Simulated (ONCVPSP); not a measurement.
# Ge: the cost of one run

The numbers are computed with ONCVPSP 4.0.1.1 (patched build) (PBE, scalar-relativistic, spin-unpolarised reference atom).

## Step 1: Settings

Typed settings, in words:

* element: germanium (Ge, Z = 32)
* type: optimised norm-conserving Vanderbilt (ONCV)
* frozen core: [Ne]
* valence charge: 22
* reference configuration: 3s2 3p6 3d10 4s2 4p2
* partial waves: 3s+4s: rc 0.80 bohr, ncon 4, nbas 7, qcut 11.6 1/bohr, 3 projectors, debl 2.1 Ha; 3p+4p: rc 0.90 bohr, ncon 4, nbas 7, qcut 14.2 1/bohr, 2 projectors; 3d: rc 0.90 bohr, ncon 5, nbas 9, qcut 19.8 1/bohr, 2 projectors, debl 2.5 Ha
* local potential: polynomial inside 0.75 bohr (lpopt 5, dvloc0 0 Ha)
* core correction: polynomial model core, fcfact 0.4

The outer shells as boxes (Hund's rule for the drawing; the calculation is spin-unpolarised):

```
[Ne] core
3s [↑↓]
3p [↑↓][↑↓][↑↓]
3d [↑↓][↑↓][↑↓][↑↓][↑↓]
4s [↑↓]
4p [↑ ][↑ ][  ]
```

An earlier all-electron run gives the scale for the radii.

All-electron outer shells of the reference configuration (PBE, scalar-relativistic, ld1.x):

| shell | level (eV) | outermost node (bohr) | outermost maximum (bohr) |
| --- | --- | --- | --- |
| 2s | -1371.79 | 0.06 | 0.18 |
| 2p | -1198.71 | – | 0.14 |
| 3s | -168.49 | 0.26 | 0.54 |
| 3p | -115.62 | 0.23 | 0.54 |
| 3d | -29.31 | – | 0.50 |
| 4s | -11.73 | 0.77 | 1.75 |
| 4p | -3.90 | 0.82 | 2.22 |

## Step 2: The generation run

Ge.dat

```
# ATOM AND REFERENCE CONFIGURATION
# atsym  z   nc   nv     iexc    psfile
  Ge 32.00    3    5        4      upf
#
#   n    l    f
    1    0    2.00
    2    0    2.00
    2    1    6.00
    3    0    2.00
    3    1    6.00
    3    2   10.00
    4    0    2.00
    4    1    2.00
#
# PSEUDOPOTENTIAL AND OPTIMIZATION
# lmax
    2
#
#   l,   rc,      ep,       ncon, nbas, qcut
    0    0.80    0.00    4    7   11.60
    1    0.90    0.00    4    7   14.20
    2    0.90    0.00    5    9   19.80
#
# LOCAL POTENTIAL
# lloc, lpopt,  rc(5),   dvloc0
    4    5    0.75    0.00
#
# VANDERBILT-KLEINMAN-BYLANDER PROJECTORs
# l, nproj, debl
    0    3    2.10
    1    2    2.00
    2    2    2.50
#
# MODEL CORE CHARGE
# icmod, fcfact, rcfact
    1    0.40    0.00
#
# LOG DERIVATIVE ANALYSIS
# epsh1, epsh2, depsh
   -8.00    5.00    0.04
#
# OUTPUT GRID
# rlmax, drl
    6.00    0.01
#
# TEST CONFIGURATIONS
# ncnf
    4
# nvcnf
#   n    l    f
    5
    3    0    2.00
    3    1    6.00
    3    2   10.00
    4    0    2.00
    4    1    1.00
#
    5
    3    0    2.00
    3    1    6.00
    3    2   10.00
    4    0    2.00
    4    1    0.00
#
    5
    3    0    2.00
    3    1    6.00
    3    2   10.00
    4    0    1.00
    4    1    0.00
#
    5
    3    0    2.00
    3    1    6.00
    3    2   10.00
    4    0    1.00
    4    1    3.00
#
```

Started as:

```console
$ oncvpsp.x < Ge.dat > Ge.out
```

**Question.** How long does this run take on 1 thread of Neoverse-N1, shared host?

About 7 s.
